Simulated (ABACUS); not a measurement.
Crystal: NiMoIrPdW.

```
Ir W Pd Mo Ni
1.0
     4.14670    0.00000    0.00000
    -2.07335    3.59115    0.00000
     0.00000    0.00000    5.41629
Ir W Pd Mo Ni
1 1 1 1 1
Cartesian
  0.0000 2.3941 1.3888
  2.0734 1.1970 5.4155
  0.0000 2.3941 4.0406
  2.0734 1.1970 2.4913
  0.0000 0.0000 0.1203
```

The cell was built by a generator and needn't be a form met in nature.

Base run:

```yaml
Program: ABACUS 3.10.1
Functional: PBE
Potentials_or_basis: PseudoDojo NC SR 0.4.1 PBE standard
Cutoff: 1361 eV
Density_cutoff: 5442 eV
Basis: DZP LCAO (the cutoffs set its grid)
k_mesh: 5 × 5 × 4
Occupations: fermi-dirac, width 0.05 eV
Spin: collinear spin, ferromagnetic start
Starting_moments: "[0.6, 0.0, 0.0, 1.0, 1.0] μB"
```

Its results: band gap on the k mesh none (metal or under the smearing width); pressure 0.7 GPa; net moment 0.00 μB per cell; largest force 0.096 eV/Å.

Question: The run is repeated on the same cell with these changes: potentials or basis from PseudoDojo NC SR 0.4.1 PBE standard to PseudoDojo NC FR 0.4 PBE standard; k mesh from 5 × 5 × 4 to 4 × 4 × 3. What comes out?

Answer: Band gap on the k mesh none (metal or under the smearing width); pressure -0.9 GPa; net moment 0.00 μB per cell; largest force 0.245 eV/Å.

Caveats: some runs use coarse meshes; the atomic orbitals were generated for these runs and aren't a published set; this set's palladium file may shift the pressure by some GPa; the basis of atomic orbitals isn't converged, which shifts pressures, moduli and gaps.
